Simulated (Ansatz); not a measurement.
## BH8NOSi2, SMILES BO[SiH](N)[SiH3]: a geometry optimisation, step by step

With Ansatz 0.2.0, Python API.

Interactive session:
```pycon
>>> from dataclasses import dataclass
>>> import ansatz as az
>>> import numpy as np
>>> @dataclass
... class Settings:
...     basis_set: str = 'def2-SVP'
...     functional: str = 'cam_b3lyp'
...
>>> opts = Settings()
>>> geometry_ang = [
...     ('B', (-2.0809, 0.821, 0.6844)),
...     ('O', (-1.4645, -0.4348, 0.7616)),
...     ('Si', (-0.27, -0.4205, -0.4636)),
...     ('N', (0.3242, -2.0965, -0.8047)),
...     ('Si', (1.5498, 0.7093, 0.2577)),
...     ('H', (-3.081, 1.0117, -0.0176)),
...     ('H', (-1.7238, 1.7759, 1.3319)),
...     ('H', (-0.6926, 0.2064, -1.7029)),
...     ('H', (1.0289, -2.0411, -1.4575)),
...     ('H', (0.6625, -2.4917, 0.102)),
...     ('H', (2.0486, 0.0884, 1.5236)),
...     ('H', (2.6109, 0.7052, -0.743)),
...     ('H', (1.1083, 2.132, 0.5431)),
... ]
>>> geometry = az.Crystal.molecule()
>>> for symbol, xyz in geometry_ang:
...     geometry = geometry.atom(symbol, xyz)
...
>>> setup = geometry.calculation().basis(gaussian=opts.basis_set).functional(opts.functional)
>>> symbols = [site.symbol for site in geometry.cartesian_sites]
>>> start = np.array([site.position_ang for site in geometry.cartesian_sites], dtype=float)
>>> rep = setup.relax(force_tolerance=0.02).run().report

>>> end = np.array(rep['positions_ang'])
>>> for key in ('converged', 'free_energy_ev', 'reference_energy_ev', 'n_frozen', 'n_occupied', 'n_virtual'):
...     print(f'{key:22s} {rep[key]}')
...
converged              True
free_energy_ev         -20091.498677286145
reference_energy_ev    -20091.498677286145
n_frozen               0
n_occupied             [28, 28]
n_virtual              [90, 90]
>>> print('bond        before    after (A)')
bond        before    after (A)
>>> for i, j in [(0, 1), (0, 5), (0, 6), (1, 2), (2, 3), (2, 4), (2, 7), (3, 8), (3, 9), (4, 10), (4, 11), (4, 12)]:
...     d0, d1 = (np.linalg.norm(xyz[i] - xyz[j]) for xyz in (start, end))
...     print(f'{symbols[i]}{i}-{symbols[j]}{j}'.ljust(10), f'{d0:8.4f} {d1:8.4f}')
...
B0-O1        1.4011   1.3396
B0-H5        1.2367   1.2092
B0-H6        1.2077   1.2161
O1-Si2       1.7112   1.6962
Si2-N3       1.8106   1.7128
Si2-Si4      2.2602   2.3480
Si2-H7       1.4517   1.4830
N3-H8        0.9622   1.0145
N3-H9        1.0453   1.0139
Si4-H10      1.4956   1.4913
Si4-H11      1.4585   1.4906
Si4-H12      1.5167   1.4885
>>> charges = rep['charge_distribution']
>>> dipole = np.array(charges['dipole_moment_e_ang']) * 4.803205
>>> print('dipole (D): {:.3f} {:.3f} {:.3f}, length {:.3f}'.format(*dipole, np.linalg.norm(dipole)))
dipole (D): 0.913 -1.759 -0.232, length 1.996
>>> print('atom  Mulliken   Lowdin')
atom  Mulliken   Lowdin
>>> for symbol, m, l in zip(symbols, charges['mulliken_charges_e'], charges['lowdin_charges_e']):
...     print(f'{symbol:4s} {m:9.3f} {l:8.3f}')
...
B        0.141   -0.222
O       -0.289    0.192
Si       0.565    0.176
N       -0.366    0.029
Si       0.178    0.218
H       -0.067   -0.053
H       -0.085   -0.054
H       -0.114   -0.091
H        0.134    0.012
H        0.132    0.010
H       -0.081   -0.073
H       -0.075   -0.072
H       -0.073   -0.072
>>> with open('bh8nosi2_opt.xyz', 'w') as handle:
...     handle.write(f'{len(symbols)}\nrelaxed BH8NOSi2\n')
...     handle.writelines(f'{s:2s} {x:11.6f} {y:11.6f} {z:11.6f}\n' for s, (x, y, z) in zip(symbols, end))
...
20
```

`bh8nosi2_opt.xyz`, as written:
```text
13
relaxed BH8NOSi2
B    -2.098965    0.705893    0.737085
O    -1.582475    0.025733   -0.294940
Si   -0.014597   -0.305399   -0.851057
N     0.398787   -1.963628   -0.737459
Si    1.563804    0.927068    0.374832
H    -3.300703    0.744107    0.866041
H    -1.367156    1.268308    1.529020
H    -0.059369    0.048686   -2.290460
H     0.014740   -2.653275   -1.374687
H     0.682948   -2.383927    0.140353
H     1.702115    0.365999    1.749597
H     2.883629    0.819456   -0.309627
H     1.197643    2.366279    0.476303
```

Total energies depend on the basis set; only differences at equal settings carry meaning. The end point is the stationary point reached from this start; no frequency run checks that it is a minimum, and the basis set is modest. The Löwdin charges here are taken after orthogonalising the functions within each atom; they differ from plain Löwdin charges, and their signs can be unphysical. Hardware and time: 2.3 min on 1 thread of Arm Neoverse V2, on a shared host, peak memory 0.41 GiB.

(Lines on the test bed's own set-up are left out of the output.)
